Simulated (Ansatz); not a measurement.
# UCCSDTQ/STO-3G run of SiNH3 (SMILES [N][SiH3])

Aim: the electronic atomisation energy of SiNH3 at UCCSDTQ/STO-3G, from 4 runs. 

The results are computed with Ansatz 0.2.0.

51 further runs of the same task are left out: 5 that didn't finish, 46 set aside as unsound or not needed.

### Step 1. Starting point

SiNH3 has 5 atoms, charge 0, and is taken as a triplet. SMILES: `[N][SiH3]`. Geometry: relaxed at GFN2-xTB.

Bond lengths: N1–Si2 1.655 Å, Si2–H3 1.476 Å, Si2–H4 1.476 Å, Si2–H5 1.476 Å. Angles: N1–Si2–H3 111.3°, N1–Si2–H4 111.1°, N1–Si2–H5 111.1°, H3–Si2–H4 107.7°, H3–Si2–H5 107.7°, H4–Si2–H5 107.7°.

### Step 2. A single-point energy at UCCSDTQ/STO-3G

Input file run.yaml:

```yaml
crystal:
  periodic: [false, false, false]
  atoms:
    - {symbol: N, position_ang: [-1.536630, 0.334330, 0.479510]}
    - {symbol: Si, position_ang: [0.010240, -0.002340, -0.003820]}
    - {symbol: H, position_ang: [0.064950, -0.313200, -1.445390]}
    - {symbol: H, position_ang: [0.555100, -1.162980, 0.727210]}
    - {symbol: H, position_ang: [0.906340, 1.144190, 0.242490]}
basis:
  gaussian:
    orbitals: STO-3G
magnetization:
  spin_polarized: true
  initial_magnetization: 2
correlation:
  method: ccsdtq
  frozen_orbitals: {H: 0, "N": 1, Si: 5}
accuracy: high
scf:
  omitted_lower_state_checks: [cluster_reference, increment]
```

Launch:

```console
ansatz run run.yaml --threads 1 --pin off --max-ram 2610MiB --events-out events.jsonl --progress --plain --runs-dir runs
```

Standard output:

```text
Warning: RAYON_NUM_THREADS=1 ignored (pool sized by the plan → 1); use --threads N
[... 11 lines left out ...]
6 core orbitals not correlated: weight in the atoms' cores, before any rotation towards them, 1.000 or more for the frozen orbitals, at most 0.000 for the correlated occupied ones
[... 29 lines left out ...]
Total energy: -9282.03687747 eV, -341.1085636565 hartree
Checks for a lower state left out: cluster_reference, increment
```

It took 22 s on 1 thread of Arm Neoverse V1, shared host; peak memory 0.21 GiB.

### Step 3. The H atom: the energy at UHF/STO-3G

Input file run.yaml:

```yaml
crystal:
  periodic: [false, false, false]
  atoms:
    - {symbol: H, position_ang: [0.000000, 0.000000, 0.000000]}
basis:
  gaussian:
    orbitals: STO-3G
accuracy: high
magnetization:
  spin_polarized: true
  initial_magnetization: 1
hamiltonian:
  xc: hf
```

Run the same way, it converges to -0.46658 Eh (log not shown).

### Step 4. The N atom

Input file job.yaml:

```yaml
crystal:
  periodic: [false, false, false]
  atoms:
    - {symbol: N, position_ang: [0.000000, 0.000000, 0.000000]}
basis:
  gaussian: {orbitals: STO-3G}
magnetization: {spin_polarized: true, initial_magnetization: 3}
correlation: {method: ccsdtq, frozen_orbitals: {"N": 1}}
accuracy: high
scf: {omitted_lower_state_checks: [cluster_reference, increment]}
```

Run the same way, it converges to -53.71901 Eh (log not shown).

### Step 5. The Si atom at the same level

Input file molecule.yaml:

```yaml
crystal:
  periodic: [false, false, false]
  atoms:
    - {symbol: Si, position_ang: [0.000000, 0.000000, 0.000000]}
basis:
  gaussian:
    orbitals: STO-3G
magnetization:
  spin_polarized: true
  initial_magnetization: 2
correlation:
  method: ccsdtq
  frozen_orbitals: {Si: 5}
accuracy: high
scf:
  omitted_lower_state_checks: [cluster_reference, increment]
```

Run the same way, it converges to -285.47963 Eh (log not shown).

### Step 6. What came out

Level: UCCSDTQ/STO-3G, 6 core orbitals frozen.

| quantity | value |
| --- | --- |
| molecule: total energy | -341.10856 Eh |
| molecule: correlation energy (6 core orbitals frozen) | -75.0 mEh |
| molecule: ⟨S²⟩ of the reference determinant | 2.014 |
| molecule: T1 diagnostic | 0.009 |
| H atom: total energy | -0.46658 Eh |
| H atom: ⟨S²⟩ | 0.750 |
| N atom: total energy | -53.71901 Eh |
| N atom: correlation energy (1 core orbital frozen) | 0.0 mEh |
| N atom: ⟨S²⟩ of the reference determinant | 3.750 |
| N atom: T1 diagnostic | 0.000 |
| Si atom: total energy | -285.47963 Eh |
| Si atom: correlation energy (5 core orbitals frozen) | -13.4 mEh |
| Si atom: ⟨S²⟩ of the reference determinant | 2.000 |
| Si atom: T1 diagnostic | 0.000 |
| electronic atomisation energy | 13.883 eV |

Taking the molecule apart into free atoms costs 13.88 eV (1339 kJ/mol), before zero-point energy and without spin-orbit coupling. In a minimal basis such a difference can be off by several eV, whatever the method.
